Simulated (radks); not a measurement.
**A spherical quantum dot from 18 to 25 electrons**

Aim: add electrons one at a time to a parabolic well with ω = 1.68 hartree*, with a point charge of +1 at the centre, try the lowest free levels for each, keep the configuration of least energy, and see where shells close.

Program: radks, version 2. Model: non-relativistic spin-polarised Kohn-Sham, exchange-only LDA, spherically averaged shells. All values are calculated.

### Step 1. The model

| Property | Result |
| --- | --- |
| well | a parabolic well with ω = 1.68 hartree*, with a point charge of +1 at the centre |
| functional | exchange-only LDA |
| levels | named by radial order: 1s, 1p, 1d, 2s, 1f and so on |
| units | effective atomic units, hartree* and bohr* |
| configuration carried in | 1s2 1p6 1d(up 5, down 2) 2s2 (N = 17, energy 152.295416) |

Further steps of the session: Electron number 18; N = 19; N = 20; N = 21; 22 electrons; N = 23; 24 electrons; 25 electrons.

What does the calculation give? Wanted: closed shells at N; largest addition energy; most unpaired electrons; polarisability at N = 20; configuration at N = 25.

The runs gave:

| quantity | value |
| --- | --- |
| closed shells at N | 20 |
| largest addition energy | 1.54 hartree* at N = 20 (of N = 18 to 24) |
| most unpaired electrons | 5 at N = 25 |
| polarisability at N = 20 | 6.680 bohr*³ |
| configuration at N = 25 | 1s2 1p6 1d10 2s2 1f(up 5, down 0) |

What this shows: All occupied shells are full at N = 20, and the second difference peaks there. Among the lowest states kept at each count, up to 5 electrons are unpaired (N = 25), since exchange favours parallel spins. Spherical averaging forbids deformation, and the greedy search can miss a lower configuration.
